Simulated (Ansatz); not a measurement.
This script for the Python package of Ansatz (0.2.0) starts 3 runs on Li₃Zn, space group Fm-3m. What input does the engine get in each?

`li3zn.py`:
```python
'''Density of Li3Zn less that of its sublattices.'''

import ansatz as az
import numpy as np

vectors0 = np.array([
    [0.0, 3.171861, 3.171861],
    [3.171861, 0.0, 3.171861],
    [3.171861, 3.171861, 0.0],
])
sites = [
    ('Li', (0.25, 0.25, 0.25)),
    ('Li', (0.75, 0.75, 0.75)),
    ('Li', (0.5, 0.5, 0.5)),
    ('Zn', (0.0, 0.0, 0.0)),
]


def crystal_on(cell):
    crystal = az.Crystal(lattice=az.Lattice.of(cell))
    for symbol, position in sites:
        crystal = crystal.atom(symbol, position)
    return crystal


def main() -> None:
    # one cutoff and one grid for all runs, so that the fields can be subtracted
    def solve(crystal):
        return (
            crystal.calculation()
            .functional('pbesol')
            .occupations('Fermi-Dirac')
            .mixing('msr1', ndim=8, beta=0.2)
            .scf(tolerance=1e-09, max_iterations=80)
            .basis(460, grid_basis='typed')
            .kpoints(6, 6, 6)
            .density()
            .run(threads=1)
        )


    whole = solve(crystal_on(vectors0))
    difference = whole.density().channels[0].density_e_per_ang3.copy()
    binding = whole.report['free_energy_ev']
    for element in ['Li', 'Zn']:
        part = az.Crystal(lattice=az.Lattice.of(vectors0))
        for symbol, position in sites:
            if symbol == element:
                part = part.atom(symbol, position)
        alone = solve(part)
        difference -= alone.density().channels[0].density_e_per_ang3
        binding -= alone.report['free_energy_ev']
        print(f'{element} sublattice: {alone.report["n_electrons"]:g} electrons, {alone.report["n_iterations"]} iterations')

    voxel = abs(np.linalg.det(vectors0)) / difference.size
    print(f'energy of the crystal less its unpolarised sublattices: {binding / len(sites):.4f} eV/atom')
    print(f'net charge of the difference {difference.sum() * voxel:.5f} e, charge moved {0.5 * np.abs(difference).sum() * voxel:.3f} e')
    print(f'extremes {difference.min():.4f} and {difference.max():.4f} e/A^3')
    for (symbol, position) in sites:
        index = tuple(int(round(p * n)) % n for p, n in zip(position, difference.shape))
        print(f'  change of the pseudo-density at the grid point nearest {symbol}: {difference[index]:+.4f} e/A^3')
    profile = difference.mean(axis=(0, 1))
    print('planar mean along the third vector:', np.round(profile[:: max(len(profile) // 12, 1)], 4))


if __name__ == '__main__':
    main()
```

Run 1:
```yaml
crystal:
  lattice:
    - [0.0, 3.171861, 3.171861]
    - [3.171861, 0.0, 3.171861]
    - [3.171861, 3.171861, 0.0]
  atoms:
    - { symbol: Li, position: [0.25, 0.25, 0.25] }
    - { symbol: Li, position: [0.75, 0.75, 0.75] }
    - { symbol: Li, position: [0.5, 0.5, 0.5] }
    - { symbol: Zn, position: [0.0, 0.0, 0.0] }
basis:
  ecutwfc: 460.0
  fft_grid_basis: typed
kpoints:
  mp_grid:
    grid: [6, 6, 6]
hamiltonian:
  xc: pbesol
scf:
  max_iter: 80
  convergence:
    dr2_threshold: 1.0e-09
  mixing:
    algorithm: msr1
    beta: 0.2
    ndim: 8
  occupations:
    method: fermi_dirac
output:
  write_density: true
```

Run 2, against run 1:
```diff
-    - { symbol: Zn, position: [0.0, 0.0, 0.0] }
```

Run 3, against run 1:
```diff
-    - { symbol: Li, position: [0.25, 0.25, 0.25] }
-    - { symbol: Li, position: [0.75, 0.75, 0.75] }
-    - { symbol: Li, position: [0.5, 0.5, 0.5] }
```

`python li3zn.py` gives:
```text
Li sublattice: 9 electrons, 6 iterations
Zn sublattice: 12 electrons, 9 iterations
energy of the crystal less its unpolarised sublattices: -0.6302 eV/atom
net charge of the difference 0.00000 e, charge moved 0.218 e
extremes -0.2062 and 0.0126 e/A^3
  change of the pseudo-density at the grid point nearest Li: -0.0059 e/A^3
  change of the pseudo-density at the grid point nearest Li: -0.0059 e/A^3
  change of the pseudo-density at the grid point nearest Li: -0.0286 e/A^3
  change of the pseudo-density at the grid point nearest Zn: -0.2062 e/A^3
planar mean along the third vector: [-0.0049 -0.0035 -0.0015  0.0005  0.002   0.0023  0.0017  0.0007  0.0002
  0.0007  0.0017  0.0023  0.002   0.0005 -0.0015 -0.0035]
```

These settings explore the input space; cutoff and mesh may be short of convergence. Densities and potentials on the grid are those of the valence electrons, and inside the cores they hang on the potentials used. The structure comes from a database of computed cells and needn't be a stable or known phase. Charge moved counts every rearrangement, bonding and polarisation too, and is no transfer between atoms; the bare sublattices are artificial references. Values near the nuclei depend on the potentials. The whole script took 3.7 s on 1 thread of Arm Neoverse V1, on a shared host, peak memory 0.36 GiB.
